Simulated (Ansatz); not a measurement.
# BH8N3O: the cost of one run

All numbers below are computed with Ansatz 0.2.0 (RHF/6-31G*).

## 1. The structure to begin with

Bond lengths: B1–O2 1.760 Å, O2–H3 1.010 Å, B1–N4 1.550 Å, N4–H5 1.060 Å, N4–H6 1.060 Å, B1–N7 1.550 Å, N7–H8 1.060 Å, N7–H9 1.060 Å, B1–N10 1.850 Å, N10–H11 1.060 Å, N10–H12 1.060 Å, O2–H13 1.140 Å, N10–H13 1.157 Å. Angles (14 of 22 angles, heavy atoms first): O2–B1–N4 120.0°, O2–B1–N7 120.0°, O2–B1–N10 71.6°, N4–B1–N7 120.0°, N4–B1–N10 96.8°, N7–B1–N10 101.3°, B1–O2–H3 109.5°, B1–O2–H13 79.4°, B1–N4–H5 120.0°, B1–N4–H6 120.0°, B1–N7–H8 120.0°, B1–N7–H9 120.0°, B1–N10–H11 120.0°, B1–N10–H12 120.0°.

As a file:

```xyz
13

B     0.0000    0.0000    0.0000
O     0.0000    0.0000    1.7600
H    -0.9095   -0.2814    2.0971
N     1.3423    0.0000   -0.7750
H     1.8089   -0.9179   -1.0268
H     1.7937    0.9179   -1.0532
N    -1.3423    0.0000   -0.7750
H    -2.0112   -0.8164   -0.6764
H    -1.5914    0.8164   -1.4036
N     0.0829    1.7537    0.5833
H     0.4765    1.9752    1.5423
H    -0.2631    2.5370   -0.0414
H     0.0529    1.1189    1.5507
```

## 2. A restrained relaxation towards end A

Springs on the bonds that form and break draw the guess towards this end; the thresholds are loose.

The input, input.yaml:

```yaml
crystal:
  periodic: [false, false, false]
  atoms:
    - { symbol: B, position_ang: [0.0, 0.0, 0.0] }
    - { symbol: O, position_ang: [0.0, 0.0, 1.76] }
    - { symbol: H, position_ang: [-0.9095, -0.2814, 2.0971] }
    - { symbol: "N", position_ang: [1.3423, 0.0, -0.775] }
    - { symbol: H, position_ang: [1.8089, -0.9179, -1.0268] }
    - { symbol: H, position_ang: [1.7937, 0.9179, -1.0532] }
    - { symbol: "N", position_ang: [-1.3423, 0.0, -0.775] }
    - { symbol: H, position_ang: [-2.0112, -0.8164, -0.6764] }
    - { symbol: H, position_ang: [-1.5914, 0.8164, -1.4036] }
    - { symbol: "N", position_ang: [0.0829, 1.7537, 0.5833] }
    - { symbol: H, position_ang: [0.4765, 1.9752, 1.5423] }
    - { symbol: H, position_ang: [-0.2631, 2.537, -0.0414] }
    - { symbol: H, position_ang: [0.0529, 1.1189, 1.5507] }
basis:
  gaussian: { orbitals: "6-31G*" }
hamiltonian:
  xc: hf
relax:
  f_tol: 0.15
  max_steps: 25
  restrain:
    - { distance: [0, 9], at: 2.75, k: 30.0 }
    - { distance: [12, 1], at: 2.21, k: 30.0 }
    - { distance: [0, 1], at: 1.41, k: 30.0 }
    - { distance: [12, 9], at: 1.06, k: 30.0 }
output:
  orbitals: {}
```

Launch:

```
$ ansatz run input.yaml --threads 1 --pin off --max-ram 2048MiB --backend cpu --events-out ev --progress --plain --runs-dir out
```

**Question.** How long does this run take on 1 thread of Arm Neoverse V2, shared host, and how much memory does it need?

About 40 s, with a peak of 0.17 GiB.
